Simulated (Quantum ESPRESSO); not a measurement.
Sn3Se:

```
Sn Se
1.0
     0.00000    3.73314    3.73314
     3.73314    0.00000    3.73314
     3.73314    3.73314    0.00000
Sn Se
3 1
Cartesian
  3.7331 3.7331 3.7331
  5.5997 5.5997 5.5997
  1.8666 1.8666 1.8666
  0.0000 0.0000 0.0000
```

The cell comes from a database or a generator and needn't be the stable form of this composition.

- Program: Quantum ESPRESSO 7.5
- Task: single point
- Functional: PBEsol
- Potentials or basis: GBRV 1.5 PBEsol
- Cutoff: 925 eV
- Density cutoff: 7401 eV
- k mesh: 6 × 6 × 6
- Occupations: fermi-dirac, width 0.05 eV
- Spin: no spin polarisation

On this cell: pressure -3.4 GPa; largest force zero by symmetry; band gap on the k mesh none (metal or under the smearing width).

The same run follows on a disturbed copy (atoms moved at random, drawn with an rms of 0.05 Å):

```xyz
4
Lattice="0.0000 3.7331 3.7331 3.7331 0.0000 3.7331 3.7331 3.7331 0.0000" Properties=species:S:1:pos:R:3 pbc="T T T"
Sn    3.7317    3.7744    3.7167
Sn    5.5948    5.6133    5.5962
Sn    1.8539    1.8705    1.8583
Se   -0.0082   -0.0265   -0.0237
```

**Question.** What does the disturbed cell give?

**Answer.** The energy (extrapolated to zero smearing) moves by +0.9 meV/atom; pressure -3.4 GPa; largest force 0.135 eV/Å; band gap on the k mesh none (metal or under the smearing width).

Forces on the atoms (eV/Å):
```
Sn  -0.017 -0.134 -0.003
Sn  -0.004  0.024  0.002
Sn   0.008  0.033  0.005
Se   0.012  0.077 -0.004
```
